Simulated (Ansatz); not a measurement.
Working through a ladder of methods at one geometry of C3H7AlS, SMILES C[C]1(S)[CH2][AlH]1

With Ansatz 0.2.0, Python API.

Contents of `c3h7als.xyz`:
```text
12

C    -1.31860    0.49510   -0.03480
C     0.01450   -0.06630   -0.26160
S     0.52570   -0.22190   -2.00500
C     0.43100   -1.25620    0.61160
Al    1.45270    0.34600    1.03090
H    -1.39710    1.57770   -0.48010
H    -1.59110    0.60820    1.03780
H    -2.09030   -0.07130   -0.56000
H     0.63180    1.18850   -2.12520
H     0.90970   -2.08430    0.12960
H    -0.42010   -1.53750    1.39240
H     2.92860    0.96690    1.29850
```

Notebook, run cell by cell (the value of a cell's last expression is shown):

In [1]:
```python
from pathlib import Path
import warnings

import ansatz
import numpy as np
```

In [2]:
```python
warnings.simplefilter("ignore", ansatz.DeckWarning)
```

In [3]:
```python
molecule = ansatz.Crystal.molecule_from_extxyz("c3h7als.xyz")

model = molecule.calculation().basis(gaussian="cc-pVDZ")
```

In [4]:
```python
print("functional    E (Ha)        dipole (D)   HOMO (eV)  LUMO (eV)")
for name in ["pbe0", "r2scan", "lda", "blyp", "lc_wpbe"]:
    rep = model.functional(name).forces().orbitals().run(threads=1, pin="off", runs_dir="runs").report
    lines = Path(rep["orbitals_path"]).read_text().splitlines()
    field_of = lambda key: [line.split("=")[1].strip() for line in lines if line.startswith(key)]
    orbitals = [(27.211386 * float(e), s, float(n)) for e, s, n in zip(field_of("Ene="), field_of("Spin="), field_of("Occup="))]
    homo = max(e for e, _, n in orbitals if n > 0.5)
    lumo = min(e for e, _, n in orbitals if n < 0.5)
    dipole = 4.803205 * np.linalg.norm(rep["charge_distribution"]["dipole_moment_e_ang"])
    print(f"{name:10s} {rep['free_energy_ev'] / 27.211386246:14.6f} {dipole:9.3f} {homo:11.3f} {lumo:10.3f}")
```
```text
functional    E (Ha)        dipole (D)   HOMO (eV)  LUMO (eV)
pbe0          -758.662756     2.535      -5.118     -2.138
r2scan        -758.933302     2.419      -4.303     -2.673
lda           -755.506603     2.086      -4.221     -3.015
blyp          -758.976916     2.015      -3.977     -2.723
lc_wpbe       -758.777157     2.976      -7.574     -0.108
```

What to keep in mind:
- Total energies depend on the basis set; only differences at equal settings carry meaning.
- The geometry is a force-field or estimated start, not a minimum of this method, and the basis set is short of its limit. A lower total doesn't mark the better method: functionals have no common bound, and MP2 and coupled cluster aren't variational.
- Levels such as HOMO and LUMO are orbital energies: with these approximate functionals they aren't the ionisation energy and electron affinity, and their gap isn't the fundamental gap.
- For Al to Cl the sets with a tight d function, cc-pV(X+d)Z, are usual.
- Timing: 36 s on 1 thread of Arm Neoverse V1, with other jobs on the host, peak memory 0.32 GiB.
